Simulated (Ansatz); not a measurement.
# CH4ClMoNO2: how energies converge with the basis set

One table from this session's results is given with a row withheld; the runs are named, their logs left out.

Method: one geometry, several basis sets; program: Ansatz 0.2.0, Gaussian basis.

Levels to be run: PBE0-D4/def2-SVP; ωB97M-V/def2-SVP; PBE0-D4/def2-QZVPP; ωB97M-V/def2-QZVPP; the functionals' def2-TZVPP values are taken from earlier runs.

## Structure used throughout

All runs share one geometry, relaxed beforehand with PBE0-D4 in a triple-zeta def2 set. Mo takes the def2 core potential; no spin-orbit term is included.

SMILES `C[N]=[Mo](=[O])([OH])[Cl]`, 10 atoms, charge 0, spin multiplicity 1.

Atoms are counted from 1 here; the program's logs count them from 0.

Bond lengths: C1–N2 1.418 Å, C1–H7 1.096 Å, C1–H8 1.095 Å, C1–H9 1.095 Å, N2–Mo3 1.716 Å, Mo3–O4 1.675 Å, Mo3–O5 1.885 Å, Mo3–Cl6 2.277 Å, O5–H10 0.962 Å. Angles: N2–C1–H7 111.5°, N2–C1–H8 109.8°, N2–C1–H9 109.6°, H7–C1–H8 109.1°, H7–C1–H9 108.9°, H8–C1–H9 108.0°, C1–N2–Mo3 151.3°, N2–Mo3–O4 107.8°, N2–Mo3–O5 105.9°, N2–Mo3–Cl6 107.9°, O4–Mo3–O5 111.9°, O4–Mo3–Cl6 109.8°, O5–Mo3–Cl6 113.2°, Mo3–O5–H10 118.6°.

The first run:

The input, in.yaml:

```yaml
crystal:
  periodic: [false, false, false]
  atoms:
    - {symbol: C, position_ang: [1.785587, 0.546378, -0.268788]}
    - {symbol: N, position_ang: [0.392634, 0.485600, -0.011064]}
    - {symbol: Mo, position_ang: [-1.119464, -0.322343, -0.093144]}
    - {symbol: O, position_ang: [-0.848314, -1.852049, -0.719190]}
    - {symbol: O, position_ang: [-1.766301, -0.389708, 1.676352]}
    - {symbol: Cl, position_ang: [-2.468731, 0.858551, -1.495895]}
    - {symbol: H, position_ang: [2.154872, -0.390172, -0.701504]}
    - {symbol: H, position_ang: [2.325753, 0.747997, 0.661632]}
    - {symbol: H, position_ang: [1.995397, 1.364831, -0.964983]}
    - {symbol: H, position_ang: [-2.368233, -1.100284, 1.919486]}
basis:
  gaussian: {orbitals: def2-SVP}
hamiltonian: {xc: pbe0, dispersion: d4}
output: {orbitals: {seedname: orbitals}}
```

Run with:

```bash
ansatz run in.yaml --threads 4 --pin off --events-out ev --progress --plain --max-ram 11315MiB
```

Steps of the session up to this table: PBE0-D4 in def2-SVP; ωB97M-V in def2-SVP; PBE0-D4 in def2-QZVPP; ωB97M-V in def2-QZVPP.

One table of the session follows, with a row left open; its other results are not shown here.

It belongs to the step «Functionals by basis». 

| functional | basis | HOMO (eV) | LUMO (eV) |
| --- | --- | --- | --- |
| PBE0-D4 | def2-SVP | -7.93 | -2.09 |
| PBE0-D4 | def2-TZVPP | -7.96 | -2.16 |
| PBE0-D4 | def2-QZVPP | ? | ? |
| ωB97M-V | def2-SVP | -10.15 | 0.01 |
| ωB97M-V | def2-TZVPP | -10.20 | -0.09 |
| ωB97M-V | def2-QZVPP | -10.22 | -0.14 |

**Question.** Estimate the row for PBE0-D4, def2-QZVPP.

As computed: HOMO (eV): -7.98; LUMO (eV): -2.19. In the column «HOMO (eV)» it lies between ωB97M-V, def2-SVP (-10.15) and PBE0-D4, def2-TZVPP (-7.96).
